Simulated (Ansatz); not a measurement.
# FGeH2O radical: an energy map over bond length Ge2–F3 and angle F3–Ge2–H5

A grid of calculations on FGeH₂O, SMILES [O][GeH2][F], spin multiplicity 2, to see where the energy is lowest and how it rises around there.

Program: Ansatz 0.2.0. Level of theory: UKS PBE0-D4/def2-SVP. These are calculated values, not measurements.

**1. The system as given**

SMILES `[O][GeH2][F]`, 5 atoms, charge 0, spin multiplicity 2.

Atoms are counted from 1 here; the program's logs count them from 0.

Bond lengths: O1–Ge2 1.780 Å, Ge2–F3 1.756 Å, Ge2–H4 1.551 Å, Ge2–H5 1.551 Å. Angles: O1–Ge2–F3 111.3°, O1–Ge2–H4 107.3°, O1–Ge2–H5 107.3°, F3–Ge2–H4 107.1°, F3–Ge2–H5 107.1°, H4–Ge2–H5 116.8°.

Geometry (Å):

```xyz
5
charge 0, multiplicity 2
O    -0.5458   -0.0194    1.6376
Ge    0.0713   -0.0487   -0.0319
F    -0.9764    0.8531   -1.1142
H     0.0536   -1.5253   -0.5055
H     1.4473    0.6667   -0.0275
```

This geometry comes from a loose relaxation at PBE in a small basis, which is not shown.

**2. Relaxing the molecule**

Contents of input.yaml:

```yaml
crystal:
  periodic: [false, false, false]
  atoms:
    - { symbol: O, position_ang: [-0.545812, -0.019419, 1.63757] }
    - { symbol: Ge, position_ang: [0.07131, -0.048692, -0.031855] }
    - { symbol: F, position_ang: [-0.97639, 0.853083, -1.114187] }
    - { symbol: H, position_ang: [0.053557, -1.525325, -0.505539] }
    - { symbol: H, position_ang: [1.447334, 0.666653, -0.027488] }
magnetization:
  spin_polarized: true
  initial_magnetization: 1
basis:
  gaussian: { orbitals: def2-SVP }
hamiltonian:
  xc: pbe0
  dispersion: d4
output:
  forces: true
relax:
  f_tol: 0.003
  max_steps: 120
```

Launch:

```
> ansatz run input.yaml --threads 1 --pin off --max-ram 2560MiB --backend cpu --events-out ev --progress --plain --runs-dir out
```

The program printed:

```text
Warning: RAYON_NUM_THREADS=1 ignored (pool sized by the plan → 1); use --threads N
The last accepted step is kept in <dir> (removed where the run ends without a failure and the disk answers)
Engine: ansatz 0.2.0, aarch64-unknown-linux-gnu
Functional definition: PBE0
  parameter a = 0.25
  parameter kappa = 0.804
  parameter beta = 0.06672455060314922
  exchange = (1 - a)*pbe_x(kappa = kappa, mu = beta*pi^2/3) + a*exact_x
  correlation = pbe_c(beta = beta)
725 factors; integrals over basis functions are off by at most 3.1e-4 eV
mean field evaluation 1: about -61282.8397 eV, gradient 4.2e1 eV
mean field evaluation 2: about -61233.5317 eV, gradient 1.1e2 eV
mean field evaluation 4: about -61290.0773 eV, gradient 1.3e1 eV
mean field evaluation 8: about -61290.7651 eV, gradient 3.1e-1 eV
mean field evaluation 16: about -61290.7665 eV, gradient 3.4e-4 eV
mean field evaluation 32: about -61290.7665 eV, gradient 1.2e-5 eV
mean field -61290.76652021 eV, -2252.3941252442 hartree, gradient 6.1e-7 eV, S^2 0.753740; 2 other end points of the search recorded, 0 dependent functions left out
the calculation of the forces begins
reference -61290.76654010 eV, -2252.3941259749 hartree; 26, 25 occupied and 44, 45 virtual orbitals, 725 factors
relax step   1: F+E_penalty+E_count = -61290.81947967 eV  Δ(F+E_penalty+E_count) = +0.000e0 eV  max|allowed force component| = 4.473e-1 eV/Å  Δτ_max = 0.0000 Å  (117 SCF iters, accepted)
these checks for a lower state are left out or cut short: starts, cluster_reference, orbital_swaps, neighbouring_geometries, increment
725 factors; integrals over basis functions are off by at most 2.9e-4 eV
mean field -61290.78046874 eV, -2252.3946378431 hartree, gradient 9.8e-6 eV, S^2 0.753602; 0 other end points of the search recorded, 0 dependent functions left out
the calculation of the forces begins
reference -61290.78048863 eV, -2252.3946385741 hartree; 26, 25 occupied and 44, 45 virtual orbitals, 725 factors
relax step   2: F+E_penalty+E_count = -61290.83347622 eV  Δ(F+E_penalty+E_count) = -1.400e-2 eV  max|allowed force component| = 1.817e-1 eV/Å  Δτ_max = 0.0209 Å  (56 SCF iters, accepted)
these checks for a lower state are left out or cut short: starts, cluster_reference, orbital_swaps, neighbouring_geometries, increment
725 factors; integrals over basis functions are off by at most 2.9e-4 eV
mean field -61290.78170894 eV, -2252.3946834194 hartree, gradient 1.0e-5 eV, S^2 0.753586; 0 other end points of the search recorded, 0 dependent functions left out
the calculation of the forces begins
reference -61290.78172885 eV, -2252.3946841513 hartree; 26, 25 occupied and 44, 45 virtual orbitals, 725 factors
relax step   3: F+E_penalty+E_count = -61290.83474721 eV  Δ(F+E_penalty+E_count) = -1.271e-3 eV  max|allowed force component| = 3.230e-2 eV/Å  Δτ_max = 0.0066 Å  (58 SCF iters, accepted)
these checks for a lower state are left out or cut short: starts, cluster_reference, orbital_swaps, neighbouring_geometries, increment
725 factors; integrals over basis functions are off by at most 2.9e-4 eV
mean field evaluation 64: about -61290.7817 eV, gradient 5.3e-5 eV
mean field -61290.78173700 eV, -2252.3946844507 hartree, gradient 2.0e-6 eV, S^2 0.753586; 0 other end points of the search recorded, 0 dependent functions left out
the calculation of the forces begins
reference -61290.78175692 eV, -2252.3946851828 hartree; 26, 25 occupied and 44, 45 virtual orbitals, 725 factors
relax step   4: F+E_penalty+E_count = -61290.83478034 eV  Δ(F+E_penalty+E_count) = -3.313e-5 eV  max|allowed force component| = 6.644e-3 eV/Å  Δτ_max = 0.0011 Å  (48 SCF iters, accepted)
these checks for a lower state are left out or cut short: starts, cluster_reference, orbital_swaps, neighbouring_geometries, increment
725 factors; integrals over basis functions are off by at most 2.9e-4 eV
mean field -61290.78173930 eV, -2252.3946845352 hartree, gradient 1.3e-5 eV, S^2 0.753586; 0 other end points of the search recorded, 0 dependent functions left out
the calculation of the forces begins
reference -61290.78175922 eV, -2252.3946852674 hartree; 26, 25 occupied and 44, 45 virtual orbitals, 725 factors
relax step   5: F+E_penalty+E_count = -61290.83478171 eV  Δ(F+E_penalty+E_count) = -1.375e-6 eV  max|allowed force component| = 2.691e-4 eV/Å  Δτ_max = 0.0003 Å  (44 SCF iters, accepted)
725 factors; integrals over basis functions are off by at most 2.9e-4 eV
mean field evaluation 96: about -61290.7817 eV, gradient 7.5e-5 eV
mean field -61290.78173930 eV, -2252.3946845352 hartree, gradient 1.3e-5 eV, S^2 0.753586; 3 other end points of the search recorded, 0 dependent functions left out
the calculation of the forces begins
reference -61290.78175922 eV, -2252.3946852674 hartree; 26, 25 occupied and 44, 45 virtual orbitals, 725 factors
Total energy: -61290.83480164 eV, -2252.3966345402 hartree
Atom 0 at    -0.550339    -0.013042     1.619648 Å, force     0.000088    -0.000029    -0.000161 eV/Å
Atom 1 at     0.085256    -0.055251    -0.042004 Å, force    -0.000269     0.000135     0.000200 eV/Å
Atom 2 at    -0.967953     0.842628    -1.089724 Å, force     0.000199    -0.000144     0.000075 eV/Å
Atom 3 at     0.047593    -1.515373    -0.502425 Å, force    -0.000051    -0.000043    -0.000066 eV/Å
Atom 4 at     1.435442     0.667338    -0.026995 Å, force     0.000033     0.000081    -0.000047 eV/Å
Dipole moment:     0.422166    -0.242480    -0.119147 e Å
```

Wall time 33 s (1 thread of Arm Neoverse V1, shared host); peak memory 0.2 GiB.

Along the way:

```csv
step,energy from step 1 (eV),largest force component (eV/Å)
1,0.0000,0.4473
2,-0.0140,0.1817
3,-0.0153,0.0323
4,-0.0153,0.0066
5,-0.0153,0.0003
```

Close pairs (by a distance rule), those that changed most:

```csv
bond,before (Å),after (Å),change (Å)
Ge2–F3,1.756,1.736,-0.020
Ge2–H5,1.551,1.531,-0.019
Ge2–H4,1.551,1.531,-0.019
O1–Ge2,1.780,1.780,-0.001
```

**3. The grid**

- bond length Ge2–F3: 11 values from 1.493 to 2.430 Å
- angle F3–Ge2–H5: 11 values from 82.3 to 132.3 °

Nothing else is relaxed (all other coordinates rigid). Energies count from the relaxed molecule at the same level.

Below, 3 of the grid's runs; all are launched alike.

**4. Grid point bond length Ge2–F3 = 1.680 Å, angle F3–Ge2–H5 = 82.3°**

Contents of input.yaml:

```yaml
crystal:
  periodic: [false, false, false]
  atoms:
    - { symbol: O, position_ang: [-0.550339, -0.013042, 1.619648] }
    - { symbol: Ge, position_ang: [0.085256, -0.055251, -0.042004] }
    - { symbol: F, position_ang: [-0.317919, 1.196874, -1.087007] }
    - { symbol: H, position_ang: [0.047593, -1.515373, -0.502425] }
    - { symbol: H, position_ang: [1.435442, 0.667338, -0.026995] }
magnetization:
  spin_polarized: true
  initial_magnetization: 1
basis:
  gaussian: { orbitals: def2-SVP }
hamiltonian:
  xc: pbe0
  dispersion: d4
output:
  forces: true
```

Launch:

```
> ansatz run input.yaml --threads 1 --pin off --max-ram 2560MiB --backend cpu --events-out ev --progress --plain --runs-dir out
```

The program printed:

```text
Warning: RAYON_NUM_THREADS=1 ignored (pool sized by the plan → 1); use --threads N
[... 7 set-up lines as earlier in the session ...]
670 factors; integrals over basis functions are off by at most 1.3e-3 eV
mean field evaluation 1: about -61281.8464 eV, gradient 4.3e1 eV
mean field evaluation 2: about -61214.3769 eV, gradient 1.2e2 eV
mean field evaluation 4: about -61288.9608 eV, gradient 1.7e1 eV
mean field evaluation 8: about -61290.1377 eV, gradient 1.2e0 eV
mean field evaluation 16: about -61290.1496 eV, gradient 1.1e-2 eV
mean field evaluation 32: about -61290.1497 eV, gradient 2.5e-5 eV
mean field -61290.14968047 eV, -2252.3714568017 hartree, gradient 8.1e-6 eV, S^2 0.754587; 2 other end points of the search recorded, 0 dependent functions left out
the calculation of the forces begins
reference -61290.14970047 eV, -2252.3714575368 hartree; 26, 25 occupied and 44, 45 virtual orbitals, 670 factors
Total energy: -61290.20246561 eV, -2252.3733966200 hartree
Atom 0 at    -0.550339    -0.013042     1.619648 Å, force    -0.253103     0.076759    -0.360713 eV/Å
Atom 1 at     0.085256    -0.055251    -0.042004 Å, force     2.026422    -0.725409     1.559944 eV/Å
Atom 2 at    -0.317919     1.196874    -1.087007 Å, force    -2.146279     1.243614    -1.742640 eV/Å
Atom 3 at     0.047593    -1.515373    -0.502425 Å, force    -0.411204     0.127940    -0.257834 eV/Å
Atom 4 at     1.435442     0.667338    -0.026995 Å, force     0.784164    -0.722905     0.801243 eV/Å
Dipole moment:     0.112927    -0.382983    -0.167739 e Å
```

Run time: 6.9 s. Hardware: 1 thread of Arm Neoverse V1, shared host; peak memory 0.18 GiB.

On the map this point reads 0.63 eV.

**5. Grid point bond length Ge2–F3 = 2.243 Å, angle F3–Ge2–H5 = 122.3°**

Edit input.yaml of step 4 so:

```diff
@@ -5,3 +5,3 @@
     - { symbol: Ge, position_ang: [0.085256, -0.055251, -0.042004] }
-    - { symbol: F, position_ang: [-0.317919, 1.196874, -1.087007] }
+    - { symbol: F, position_ang: [-1.656559, 0.684198, -1.246306] }
     - { symbol: H, position_ang: [0.047593, -1.515373, -0.502425] }
```

Launch:

```
> ansatz run input.yaml --threads 1 --pin off --max-ram 2560MiB --backend cpu --events-out ev --progress --plain --runs-dir out
```

The program printed:

```text
Warning: RAYON_NUM_THREADS=1 ignored (pool sized by the plan → 1); use --threads N
[... 7 set-up lines as earlier in the session ...]
672 factors; integrals over basis functions are off by at most 1.4e-3 eV
mean field evaluation 1: about -61280.1618 eV, gradient 4.4e1 eV
mean field evaluation 2: about -61209.5057 eV, gradient 1.3e2 eV
mean field evaluation 4: about -61287.0107 eV, gradient 2.2e1 eV
mean field evaluation 8: about -61288.9041 eV, gradient 8.1e-1 eV
mean field evaluation 16: about -61288.9084 eV, gradient 1.8e-2 eV
mean field evaluation 32: about -61288.9086 eV, gradient 5.6e-5 eV
mean field -61288.90858254 eV, -2252.3258472940 hartree, gradient 6.8e-6 eV, S^2 0.754605; 2 other end points of the search recorded, 0 dependent functions left out
the calculation of the forces begins
reference -61288.90860160 eV, -2252.3258479946 hartree; 26, 25 occupied and 44, 45 virtual orbitals, 672 factors
Total energy: -61288.96215886 eV, -2252.3278161874 hartree
Atom 0 at    -0.550339    -0.013042     1.619648 Å, force     0.195681     0.091698    -0.182565 eV/Å
Atom 1 at     0.085256    -0.055251    -0.042004 Å, force    -3.679644     0.662253    -1.720705 eV/Å
Atom 2 at    -1.656559     0.684198    -1.246306 Å, force     3.671497    -1.173972     2.231187 eV/Å
Atom 3 at     0.047593    -1.515373    -0.502425 Å, force     0.060791     0.071131    -0.061152 eV/Å
Atom 4 at     1.435442     0.667338    -0.026995 Å, force    -0.248325     0.348890    -0.266765 eV/Å
Dipole moment:     0.869139    -0.263265     0.092631 e Å
```

Run time: 7.2 s. Hardware: 1 thread of Arm Neoverse V1, shared host; peak memory 0.18 GiB.

Energy on the map's scale: 1.87 eV.

**6. Point bond length Ge2–F3 = 1.774 Å, angle F3–Ge2–H5 = 107.3°**

Edit input.yaml of step 5 so:

```diff
@@ -5,3 +5,3 @@
     - { symbol: Ge, position_ang: [0.085256, -0.055251, -0.042004] }
-    - { symbol: F, position_ang: [-1.656559, 0.684198, -1.246306] }
+    - { symbol: F, position_ang: [-0.991914, 0.861642, -1.112558] }
     - { symbol: H, position_ang: [0.047593, -1.515373, -0.502425] }
```

Launch:

```
> ansatz run input.yaml --threads 1 --pin off --max-ram 2560MiB --backend cpu --events-out ev --progress --plain --runs-dir out
```

The program printed:

```text
Warning: RAYON_NUM_THREADS=1 ignored (pool sized by the plan → 1); use --threads N
[... 7 set-up lines as earlier in the session ...]
671 factors; integrals over basis functions are off by at most 1.3e-3 eV
mean field evaluation 1: about -61283.1982 eV, gradient 4.1e1 eV
mean field evaluation 2: about -61241.3119 eV, gradient 1.0e2 eV
mean field evaluation 4: about -61290.1599 eV, gradient 1.2e1 eV
mean field evaluation 8: about -61290.7604 eV, gradient 3.5e-1 eV
mean field evaluation 16: about -61290.7616 eV, gradient 3.4e-4 eV
mean field evaluation 32: about -61290.7616 eV, gradient 2.0e-5 eV
mean field -61290.76158287 eV, -2252.3939438000 hartree, gradient 7.1e-7 eV, S^2 0.753631; 2 other end points of the search recorded, 0 dependent functions left out
the calculation of the forces begins
reference -61290.76160273 eV, -2252.3939445301 hartree; 26, 25 occupied and 44, 45 virtual orbitals, 671 factors
Total energy: -61290.81451258 eV, -2252.3958889310 hartree
Atom 0 at    -0.550339    -0.013042     1.619648 Å, force     0.002472     0.005766    -0.031800 eV/Å
Atom 1 at     0.085256    -0.055251    -0.042004 Å, force    -0.592252     0.494407    -0.557400 eV/Å
Atom 2 at    -0.991914     0.861642    -1.112558 Å, force     0.626598    -0.529585     0.614395 eV/Å
Atom 3 at     0.047593    -1.515373    -0.502425 Å, force    -0.016353     0.016416    -0.011628 eV/Å
Atom 4 at     1.435442     0.667338    -0.026995 Å, force    -0.020466     0.012996    -0.013568 eV/Å
Dipole moment:     0.443603    -0.260341    -0.097099 e Å
```

Run time: 9.7 s. Hardware: 1 thread of Arm Neoverse V1, shared host; peak memory 0.18 GiB.

Energy on the map's scale: 0.020 eV.

**7. All points together**

121 points were computed. Energies in eV, from the relaxed molecule at the same level:

| angle F3–Ge2–H5 (°) ↓, bond length Ge2–F3 (Å) → | 1.493 | 1.587 | 1.680 | 1.774 | 1.868 | 1.962 | 2.055 | 2.149 | 2.243 | 2.336 | 2.430 |
| --- | --- | --- | --- | --- | --- | --- | --- | --- | --- | --- | --- |
| 132.3 | 1.96 | 0.96 | 0.55 | 0.48 | 0.64 | 0.92 | 1.28 | 1.67 | 2.07 | 2.46 | 2.84 |
| 127.3 | 1.76 | 0.78 | 0.37 | 0.32 | 0.49 | 0.78 | 1.15 | 1.55 | 1.96 | 2.36 | 2.75 |
| 122.3 | 1.60 | 0.63 | 0.23 | 0.19 | 0.37 | 0.67 | 1.05 | 1.45 | 1.87 | 2.28 | 2.68 |
| 117.3 | 1.49 | 0.52 | 0.13 | 0.10 | 0.28 | 0.59 | 0.97 | 1.38 | 1.81 | 2.22 | 2.62 |
| 112.3 | 1.42 | 0.45 | 0.07 | 0.04 | 0.23 | 0.54 | 0.92 | 1.34 | 1.77 | 2.18 | 2.58 |
| 107.3 | 1.39 | 0.43 | 0.05 | 0.02 | 0.21 | 0.52 | 0.90 | 1.32 | 1.75 | 2.17 | 2.57 |
| 102.3 | 1.42 | 0.46 | 0.07 | 0.04 | 0.22 | 0.54 | 0.92 | 1.33 | 1.76 | 2.17 | 2.58 |
| 97.3 | 1.50 | 0.53 | 0.14 | 0.10 | 0.28 | 0.59 | 0.96 | 1.38 | 1.80 | 2.21 | 2.61 |
| 92.3 | 1.64 | 0.65 | 0.25 | 0.20 | 0.37 | 0.67 | 1.04 | 1.45 | 1.86 | 2.27 | 2.66 |
| 87.3 | 1.83 | 0.83 | 0.42 | 0.35 | 0.51 | 0.79 | 1.15 | 1.55 | 1.95 | 2.35 | 2.74 |
| 82.3 | 2.10 | 1.07 | 0.63 | 0.55 | 0.68 | 0.95 | 1.30 | 1.68 | 2.07 | 2.46 | 2.84 |

The largest force on an atom (eV/Å) at each point:

```tsv
angle F3–Ge2–H5 (°) ↓, bond length Ge2–F3 (Å) →	1.493	1.587	1.680	1.774	1.868	1.962	2.055	2.149	2.243	2.336	2.430
132.3	14.9	7.2	2.6	2.2	3.3	4.1	4.4	4.5	4.4	4.2	4.0
127.3	14.7	7.0	2.4	1.9	3.1	3.9	4.3	4.4	4.4	4.3	4.1
122.3	14.6	6.9	2.2	1.6	2.9	3.8	4.3	4.5	4.5	4.3	4.1
117.3	14.5	6.8	2.1	1.3	2.8	3.8	4.3	4.5	4.5	4.4	4.2
112.3	14.4	6.7	2.0	1.1	2.8	3.8	4.3	4.5	4.5	4.4	4.2
107.3	14.4	6.7	1.9	1.0	2.8	3.8	4.3	4.5	4.5	4.4	4.2
102.3	14.4	6.7	2.0	1.0	2.8	3.8	4.3	4.5	4.5	4.4	4.2
97.3	14.5	6.8	2.1	1.2	2.8	3.8	4.3	4.5	4.5	4.4	4.2
92.3	14.7	7.0	2.3	1.4	2.7	3.7	4.2	4.4	4.4	4.3	4.1
87.3	14.9	7.2	2.6	1.6	2.8	3.6	4.1	4.3	4.4	4.2	4.0
82.3	15.2	7.6	3.0	1.8	2.9	3.6	4.0	4.2	4.2	4.1	3.9
```

The dipole moment (D) at each point:

```csv
"angle F3–Ge2–H5 (°) ↓, bond length Ge2–F3 (Å) →",1.493,1.587,1.680,1.774,1.868,1.962,2.055,2.149,2.243,2.336,2.430
132.3,2.70,2.83,3.01,3.23,3.48,3.75,4.04,4.33,4.63,4.92,5.19
127.3,2.54,2.67,2.85,3.08,3.34,3.62,3.91,4.21,4.51,4.80,5.08
122.3,2.38,2.51,2.69,2.92,3.19,3.47,3.77,4.08,4.38,4.68,4.97
117.3,2.22,2.35,2.54,2.77,3.05,3.34,3.64,3.96,4.27,4.57,4.87
112.3,2.08,2.20,2.39,2.64,2.91,3.22,3.53,3.85,4.16,4.47,4.77
107.3,1.95,2.07,2.27,2.51,2.80,3.11,3.42,3.75,4.07,4.38,4.68
102.3,1.86,1.97,2.17,2.41,2.70,3.01,3.34,3.66,3.99,4.30,4.61
97.3,1.80,1.91,2.09,2.34,2.63,2.94,3.27,3.60,3.93,4.24,4.55
92.3,1.79,1.88,2.06,2.30,2.58,2.89,3.22,3.55,3.88,4.19,4.50
87.3,1.82,1.89,2.05,2.28,2.56,2.86,3.18,3.51,3.84,4.16,4.46
82.3,1.90,1.94,2.08,2.29,2.55,2.85,3.16,3.49,3.81,4.13,4.43
```

**8. What came out**

| quantity | value |
| --- | --- |
| lowest point | bond length Ge2–F3 = 1.774 Å, angle F3–Ge2–H5 = 107.3°, 0.020 eV |
| highest computed point | bond length Ge2–F3 = 2.430 Å, angle F3–Ge2–H5 = 132.3°, 2.82 eV above the lowest |
| largest force on an atom (eV/Å) | 1.0 at bond length Ge2–F3 = 1.774 Å, angle F3–Ge2–H5 = 107.3° to 15.2 at bond length Ge2–F3 = 1.493 Å, angle F3–Ge2–H5 = 82.3°; 1.0 at the lowest point |
| dipole moment (D) | 1.79 at bond length Ge2–F3 = 1.493 Å, angle F3–Ge2–H5 = 92.3° to 5.19 at bond length Ge2–F3 = 2.430 Å, angle F3–Ge2–H5 = 132.3°; 2.51 at the lowest point |
| time for the whole task | 18 min on 1 thread, shared host |

The lowest computed point is at bond length Ge2–F3 = 1.774 Å, angle F3–Ge2–H5 = 107.3°, 0.020 eV from the relaxed molecule at the same level. The grid is coarse, so the lowest point of the scanned range may lie between grid points; coordinates that were held can hide deeper minima. No other kind of well shows on this grid. The highest computed point, bond length Ge2–F3 = 2.430 Å, angle F3–Ge2–H5 = 132.3°, lies 2.82 eV above the lowest. Round the minimum the two coordinates are nearly uncoupled.
